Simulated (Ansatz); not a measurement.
# CH5AlO (SMILES [CH3][AlH][OH]) at B3LYP/aug-cc-pVDZ

What is the electronic atomisation energy of CH5AlO at B3LYP/aug-cc-pVDZ? 

Program for the calculation: Ansatz 0.2.0.

42 further runs of the same task are left out: 42 set aside as unsound or not needed.

### Step 1. The structure to begin with

CH5AlO: 8 atoms, total charge 0, spin state singlet. As SMILES, `[CH3][AlH][OH]`. The coordinates come from a PBE0-D4/def2-TZVP relaxation. This is one conformer, not always the lowest.

Bond lengths: C1–Al2 1.941 Å, Al2–O3 1.701 Å, C1–H4 1.095 Å, C1–H5 1.092 Å, C1–H6 1.095 Å, Al2–H7 1.589 Å, O3–H8 0.956 Å. Angles: C1–Al2–O3 117.6°, C1–Al2–H7 124.2°, O3–Al2–H7 118.3°, Al2–C1–H4 111.0°, Al2–C1–H5 111.9°, Al2–C1–H6 111.2°, Al2–O3–H8 122.5°, H4–C1–H5 107.9°, H4–C1–H6 106.4°, H5–C1–H6 108.2°.

### Step 2. A single-point energy at B3LYP/aug-cc-pVDZ

run.yaml reads:

```yaml
crystal:
  periodic: [false, false, false]
  atoms:
    - symbol: C
      position_ang: [-0.777900, 0.982200, -0.070900]
    - symbol: Al
      position_ang: [0.579700, -0.394200, -0.239900]
    - symbol: O
      position_ang: [0.544600, -1.676400, 0.876800]
    - symbol: H
      position_ang: [-0.325100, 1.954500, 0.149300]
    - symbol: H
      position_ang: [-1.491400, 0.755400, 0.724300]
    - symbol: H
      position_ang: [-1.335700, 1.105000, -1.004800]
    - symbol: H
      position_ang: [1.716800, -0.394500, -1.350200]
    - symbol: H
      position_ang: [1.181200, -2.389100, 0.859500]
basis:
  gaussian: {orbitals: aug-cc-pVDZ}
hamiltonian: {xc: {name: B3LYP}}
accuracy: high
output: {orbitals: {seedname: orbitals}}
```

Launch:

```bash
$ ansatz run run.yaml --threads 1 --pin off --max-ram 3480MiB --events-out events.jsonl --progress --plain --runs-dir runs
```

Output:

```text
Warning: RAYON_NUM_THREADS=1 ignored (pool sized by the plan → 1); use --threads N
Functional definition: B3LYP
  name "B3LYP"
  parameter a0 = 0.2
  parameter ax = 0.72
  parameter ac = 0.81
  exchange = (1 - a0 - ax)*slater_x + ax*b88_x + a0*exact_x
  correlation = (1 - ac)*vwn_rpa_c + ac*lyp_c
2328 factors; integrals over basis functions are off by at most 3.4e-9 eV
mean field evaluation 1: about -9751.1344 eV, gradient 8.2e1 eV
mean field evaluation 2: about -9717.0787 eV, gradient 1.4e2 eV
mean field evaluation 4: about -9764.8118 eV, gradient 9.7e0 eV
mean field evaluation 8: about -9765.0387 eV, gradient 3.9e-2 eV
mean field evaluation 16: about -9765.0387 eV, gradient 8.0e-7 eV
mean field -9765.03870793 eV, -358.8585535353 hartree, gradient 3.8e-8 eV, S^2 0.000000; 0 other end points of the search recorded, 0 dependent functions left out
reference -9765.03876715 eV, -358.8585557118 hartree; 16, 16 occupied and 102, 102 virtual orbitals, 2328 factors
Total energy: -9765.03876715 eV, -358.8585557118 hartree
```

It took 14 s on 1 thread of Arm Neoverse V2, shared host; peak memory 0.39 GiB.

### Step 3. The Al atom, same level

job.yaml reads:

```yaml
crystal:
  periodic: [false, false, false]
  atoms:
    - symbol: Al
      position_ang: [0.000000, 0.000000, 0.000000]
basis:
  gaussian:
    orbitals: aug-cc-pVDZ
accuracy: high
hamiltonian:
  xc: {name: B3LYP}
magnetization:
  spin_polarized: true
  initial_magnetization: 1
```

Launch:

```bash
$ ansatz run job.yaml --threads 1 --pin off --max-ram 3480MiB --events-out events.jsonl --progress --plain --runs-dir runs
```

Output (excerpt; [...] marks lines left out):

```text
Warning: RAYON_NUM_THREADS=1 ignored (pool sized by the plan → 1); use --threads N
[... 7 set-up lines as earlier in the session ...]
226 factors; integrals over basis functions are off by at most 3.8e-9 eV
mean field evaluation 1: about -6595.5527 eV, gradient 1.6e0 eV
mean field evaluation 2: about -6595.5992 eV, gradient 4.2e-1 eV
mean field evaluation 4: about -6595.5869 eV, gradient 4.7e-1 eV
mean field evaluation 8: about -6595.5898 eV, gradient 1.7e-3 eV
mean field evaluation 16: about -6595.5898 eV, gradient 3.1e-7 eV
mean field evaluation 32: about -6595.5898 eV, gradient 1.5e-6 eV
mean field -6595.58984903 eV, -242.3834563003 hartree, gradient 2.5e-8 eV, S^2 0.754472; 1 other end points of the search recorded, 0 dependent functions left out
reference -6595.58987730 eV, -242.3834573393 hartree; 7, 6 occupied and 20, 21 virtual orbitals, 226 factors
Total energy: -6595.58987730 eV, -242.3834573393 hartree
```

Run time: 2.2 s. Hardware: 1 thread of Arm Neoverse V2, shared host; peak memory 0.093 GiB.

### Step 4. The C atom, same level

run.yaml reads:

```yaml
crystal:
  periodic: [false, false, false]
  atoms:
    - symbol: C
      position_ang: [0.000000, 0.000000, 0.000000]
basis:
  gaussian: {orbitals: aug-cc-pVDZ}
magnetization: {spin_polarized: true, initial_magnetization: 2}
hamiltonian: {xc: {name: B3LYP}}
accuracy: high
```

Run the same way, it converges to -37.85420 Eh (log not shown).

### Step 5. The H atom, same level

molecule.yaml reads:

```yaml
crystal:
  periodic: [false, false, false]
  atoms:
    - symbol: H
      position_ang: [0.000000, 0.000000, 0.000000]
basis:
  gaussian:
    orbitals: aug-cc-pVDZ
magnetization:
  spin_polarized: true
  initial_magnetization: 1
hamiltonian:
  xc: {name: B3LYP}
accuracy: high
```

Run the same way, it converges to -0.50166 Eh (log not shown).

### Step 6. The O atom at the same level

molecule.yaml reads:

```yaml
crystal:
  periodic: [false, false, false]
  atoms:
    - {symbol: O, position_ang: [0.000000, 0.000000, 0.000000]}
basis:
  gaussian: {orbitals: aug-cc-pVDZ}
total_charge: 0
magnetization: {spin_polarized: true, initial_magnetization: 2}
hamiltonian: {xc: {name: B3LYP}}
accuracy: high
```

Run the same way, it converges to -75.07716 Eh (log not shown).

### Step 7. Summary of results

At B3LYP/aug-cc-pVDZ:

| quantity | value |
| --- | --- |
| molecule: total energy | -358.85856 Eh |
| molecule: HOMO energy | -7.81 eV |
| molecule: LUMO energy | -0.84 eV |
| molecule: HOMO–LUMO gap | 6.97 eV |
| Al atom: total energy | -242.38346 Eh |
| Al atom: ⟨S²⟩ | 0.754 |
| C atom: total energy | -37.85420 Eh |
| C atom: ⟨S²⟩ | 2.004 |
| H atom: total energy | -0.50166 Eh |
| H atom: ⟨S²⟩ | 0.750 |
| O atom: total energy | -75.07716 Eh |
| O atom: ⟨S²⟩ | 2.004 |
| electronic atomisation energy | 28.176 eV |

In words: Taking the molecule apart into free atoms costs 28.18 eV (2719 kJ/mol), before zero-point energy and without spin-orbit coupling.
